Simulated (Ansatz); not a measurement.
# CH3Ge+ (singlet): the correlation ladder, cc-pVDZ

The task here is to estimate one member of a computed series from the others.

Computed with Ansatz 0.2.0, Gaussian basis. Level: cc-pVDZ, core rule «outside noble gas», up to 15 orbitals frozen.

The runs, in order: UHF; CCSD(T) on RHF; CCSD(T) on UHF; BCCD(T) on RHF; CISD; CCSDT(Q) on RHF; CCSDT(Q) on UHF.

18 further runs of the same task are left out: 5 that didn't finish, 13 set aside as unsound or not needed.

## The system

The geometry is a PBE0/def2-TZVP stationary point (not a proven minimum) of the parent state, kept for this charge and spin. No spin-orbit coupling is included. The filled d shell of Ge may be among the frozen orbitals whatever the setting's name suggests; the logs give the count.

5 atoms, charge 1, spin multiplicity 1.

Atoms are counted from 1 here; the program's logs count them from 0.

Bond lengths: Ge1–C2 1.750 Å, Ge1–H3 1.529 Å, Ge1–H4 1.522 Å, C2–H5 1.077 Å. Angles: C2–Ge1–H3 123.1°, C2–Ge1–H4 120.6°, H3–Ge1–H4 116.3°, Ge1–C2–H5 152.0°.

Set-up of the first run:

Input file in.yaml:

```yaml
crystal:
  periodic: [false, false, false]
  atoms:
    - {symbol: Ge, position_ang: [0.000000, 0.009227, 0.252245]}
    - {symbol: C, position_ang: [0.000000, -0.092669, -1.495242]}
    - {symbol: H, position_ang: [0.000000, 1.336281, 1.011005]}
    - {symbol: H, position_ang: [0.000000, -1.253031, 1.102338]}
    - {symbol: H, position_ang: [0.000000, 0.356035, -2.474658]}
basis:
  gaussian: {orbitals: cc-pVDZ}
total_charge: 1
magnetization: {spin_polarized: true, initial_magnetization: 0}
hamiltonian: {xc: hf}
output: {orbitals: {seedname: orbitals}}
```

On the command line:

```
> ansatz run in.yaml --threads 1 --pin off --events-out ev --progress --plain --max-ram 2393MiB
```

Among the steps run: UHF; CCSD(T) on RHF; CCSD(T) on UHF; BCCD(T) on RHF; CISD; CCSDT(Q) on RHF; CCSDT(Q) on UHF.

One table of the session follows, with a row left open; its other results are not shown here.

It belongs to the step «Misses and costs». 

```
   method  from RCCSDT(Q) (meV)
      RHF               +6295.4
      UHF               +5446.2
     RMP2               +1384.9
     UMP2               +1085.4
    RCCSD                     ?
    UCCSD                 -49.6
 RCCSD(T)                 +68.7
 UCCSD(T)                -244.4
  BCCD(T)                 +68.7
   RCCSDT                 +20.0
   UCCSDT                -494.0
RCCSDT(Q)                     0
UCCSDT(Q)                -554.9
```

Q: Estimate the row for RCCSD from the others.

The run gave: from RCCSDT(Q) (meV): +278.0. In the column «from RCCSDT(Q) (meV)» it lies between BCCD(T) (+68.7) and UMP2 (+1085.4).

Not comparable, so not listed: CISD (they don't share determinant, frozen orbitals or solution with the rows shown, or repeat one).

Limits of these values: The determinant is far from a pure spin state, so its energy mixes those of several spin states (harmless only where they are near-degenerate, as at dissociation). The program flags UCCSD(T), UCCSDT(Q) as in doubt, so those rows may rest on another solution; read them beside their warnings. Warnings: restricted reference is unstable; spin contamination; coupled cluster took another determinant than the lowest; large T1 diagnostic. Restricted and unrestricted rows rest on different reference determinants; where their highest levels disagree by more than a few hundredths of an eV, they describe different states and don't form one ladder.
